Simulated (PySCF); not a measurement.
# One shape, several levels: TiBrCl3 (SMILES [Cl][Ti]([Cl])([Cl])[Br])

Aim: a comparison of 3 runs (B3LYP/6-31G, B3LYP/6-31G*, BLYP/def2-SVPD) of TiBrCl3. The job is set up through a Python script.

The calculation is run with PySCF 2.14.0.

**1. The structure to begin with**

TiBrCl3: 5 atoms, total charge 0, spin state singlet. SMILES: `[Cl][Ti]([Cl])([Cl])[Br]`. The shape is that of a PBE0-D4/def2-TZVP optimisation.

Bond lengths: Cl1–Ti2 2.161 Å, Ti2–Cl3 2.161 Å, Ti2–Cl4 2.161 Å, Ti2–Br5 2.317 Å. Angles: Cl1–Ti2–Cl3 109.6°, Cl1–Ti2–Cl4 109.6°, Cl1–Ti2–Br5 109.4°, Cl3–Ti2–Cl4 109.6°, Cl3–Ti2–Br5 109.4°, Cl4–Ti2–Br5 109.4°.

**2. Energy and gradient at B3LYP/6-31G (run 1)**

Input file input.py:

```python
# [Cl][Ti]([Cl])([Cl])[Br]
import pyscf.grad
from pyscf import gto, dft

mol = gto.M(
    atom=[
    ('Cl', (-1.024000, -0.221400, 1.891200)),
    ('Ti', (0.006800, -0.046700, -0.000400)),
    ('Cl', (1.966200, -0.945100, 0.157300)),
    ('Cl', (-1.129100, -1.053100, -1.539300)),
    ('Br', (0.230000, 2.192600, -0.550200)),
],
    basis='6-31g',
    verbose=4,
    max_memory=1860,
)

calc0 = dft.RKS(mol, xc='b3lyp')
calc0.conv_tol = 1e-10
calc0.grids.level = 5
calc0.kernel()
if not calc0.converged:
    calc0 = calc0.newton().run(calc0.mo_coeff, calc0.mo_occ)

energy = calc0.e_tot
print('E(%s) = %.9f' % ('B3LYP', energy))
grad = calc0.Gradients().kernel()
dip = calc0.dip_moment()
pop, q = calc0.mulliken_pop()
```

Run with:

```bash
$ OMP_NUM_THREADS=1 python input.py
```

Output:

```text
PySCF version 2.14.0

[... 81 lines left out ...]
converged SCF energy = -4804.0387314763
[... 13 lines left out ...]
Dipole moment(X, Y, Z, Debye):  0.04073,  0.40813, -0.09998
[... 99 lines left out ...]
charge of    4Br =      0.04377
```

It took 44 s on 1 thread of AMD EPYC 9R14 (Zen 4), shared host; peak memory 0.92 GiB.

**3. Energy and forces at B3LYP/6-31G(d) (Cartesian functions) (run 2)**

Input file run.py:

```python
# [Cl][Ti]([Cl])([Cl])[Br]
from pyscf import gto, dft

molecule = gto.M(
    atom='''
Cl      -1.024000      -0.221400       1.891200
Ti       0.006800      -0.046700      -0.000400
Cl       1.966200      -0.945100       0.157300
Cl      -1.129100      -1.053100      -1.539300
Br       0.230000       2.192600      -0.550200
''',
    cart=True,
    spin=0,
    max_memory=1860,
    basis='6-31g*',
    verbose=4,
)

mf = dft.RKS(molecule)
mf.xc = 'b3lyp'
mf.grids.level = 5
mf.conv_tol = 1e-10
mf.kernel()
if not mf.converged:
    mf = mf.newton().run(mf.mo_coeff, mf.mo_occ)

energy = mf.e_tot
print('E = %.10f Eh' % energy)
grad = mf.nuc_grad_method().kernel()
dip = mf.dip_moment()
pop, q = mf.mulliken_pop()
```

Run with:

```bash
$ OMP_NUM_THREADS=1 python run.py
```

Output:

```text
PySCF version 2.14.0

[... 80 lines left out ...]
converged SCF energy = -4804.17021783336
[... 13 lines left out ...]
Dipole moment(X, Y, Z, Debye):  0.02721,  0.27241, -0.06663
[... 137 lines left out ...]
charge of    4Br =     -0.16997
```

It took 67 s on 1 thread of AMD EPYC 9R14 (Zen 4), shared host; peak memory 1.4 GiB.

**4. Energy and forces at BLYP/def2-SVPD (run 3)**

Input file input.py:

```python
import pyscf.grad
from pyscf import gto, dft

mol = gto.M(
    atom='''
Cl    -1.935080    -0.418385     3.573850
Ti     0.012850    -0.088250    -0.000756
Cl     3.715580    -1.785980     0.297254
Cl    -2.133690    -1.990071    -2.908855
Br     0.434637     4.143414    -1.039727
''',
    unit='bohr',
    max_memory=1860,
    basis='def2-svpd',
    charge=0,
    verbose=4,
)

mf = dft.RKS(mol)
mf.xc = 'blyp'
mf.grids.level = 5
mf.conv_tol = 1e-10
mf.kernel()
if not mf.converged:
    mf = mf.newton().run(mf.mo_coeff, mf.mo_occ)

etot = mf.e_tot
print('Final energy', etot)
grad = mf.Gradients().kernel()
dip = mf.dip_moment()
pop, q = mf.mulliken_pop()
```

Run with:

```bash
$ OMP_NUM_THREADS=1 python input.py
```

Output:

```text
PySCF version 2.14.0

[... 81 lines left out ...]
converged SCF energy = -4803.72398900247
Final energy -4803.723989002475
[... 12 lines left out ...]
Dipole moment(X, Y, Z, Debye):  0.02791,  0.27974, -0.06851
[... 162 lines left out ...]
charge of    4Br =     -0.13619
```

It took 56 s on 1 thread of AMD EPYC 9R14 (Zen 4), shared host; peak memory 1.9 GiB.

**5. The series**

| run | level | Cartesian functions | energy (Eh) | dipole moment (D) | HOMO energy (eV) | LUMO energy (eV) | wall time |
| --- | --- | --- | --- | --- | --- | --- | --- |
| 1 | B3LYP/6-31G | no | -4804.038731 | 0.42 | -9.12 | -4.32 | 44 s |
| 2 | B3LYP/6-31G* (Cartesian functions) | yes | -4804.170218 | 0.28 | -8.95 | -3.97 | 67 s |
| 3 | BLYP/def2-SVPD | no | -4803.723989 | 0.29 | -7.80 | -4.60 | 56 s |

**6. What came out**

| quantity | value |
| --- | --- |
| run 3: total energy | -4803.72399 Eh |
| run 3: dipole moment | 0.29 D |
| run 3: HOMO energy | -7.80 eV |
| run 3: LUMO energy | -4.60 eV |
| run 3: HOMO–LUMO gap | 3.20 eV |
| run 3: largest force on an atom | 0.760 eV/Å |

The dipole moment (its size) runs from 0.28 D (B3LYP/6-31G*) to 0.42 D (B3LYP/6-31G). The HOMO–LUMO gap runs from 3.20 eV (BLYP/def2-SVPD) to 4.98 eV (B3LYP/6-31G*). The two ends differ in method and basis. Totals of different functionals can't be ranked against each other. All runs together took 2.8 min, the longest 67 s.
